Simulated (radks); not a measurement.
# Rb in [Kr] 5s1: an all-electron calculation

The task here is to estimate one member of a computed series from the others.

Program: radks (a radial shooting solver on a logarithmic mesh, Libxc functionals) version 1. Level of theory: Dirac Kohn-Sham, PBE, spin-unpolarised, spherical densities, finite nucleus. These are calculated values, not measurements, unless marked.

## Starting point

| Property | Result |
| --- | --- |
| element | rubidium (Z = 37) |
| charge | 0 |
| electrons | 37 |
| configuration | [Kr] 5s1 |
| nuclear rms radius | 4.2036 fm |

Outer shells as boxes (Hund's rule):

Rb
```
[Kr] core
5s [↑ ]
```

Set-up of the first run:

The run's settings:

```text
Z 37
configuration [Kr] 5s1
relativity Dirac
functional pbe,pbe
spin unpolarised
j_filling energy
nucleus finite rms 4.2036 fm
c 137.035999084
```

One of the session's tables, all rows but one given; the rest of the session is left out.

It belongs to the step «Radial structure». Radial moments (bohr):

```
level      <r>  outermost maximum (interpolated)  90 % within  nodes
1s1/2  0.04029                            0.0263       0.0721      0
2s1/2   0.1776                             0.150        0.275      1
2p1/2   0.1523                             0.117        0.249      0
2p3/2   0.1563                             0.121        0.255      0
3s1/2   0.5104                             0.451        0.758      2
3p1/2   0.5116                             0.441        0.779      1
3p3/2   0.5221                             0.449        0.794      1
3d3/2   0.5231                             0.392        0.852      0
3d5/2   0.5269                             0.394        0.858      0
4s1/2    1.456                              1.26         2.15      3
4p1/2    1.701                              1.41         2.58      2
4p3/2    1.740                              1.44         2.64      2
5s1/2        ?                                 ?            ?      ?
```

Q: Estimate the row for 5s1/2 from the others.

**Answer.** <r>: 5.247; outermost maximum (interpolated): 4.37; 90 % within: 7.91; nodes: 4. In the column «<r>» it is the highest.

To keep in mind: Spin polarisation and multiplet splitting are left out.
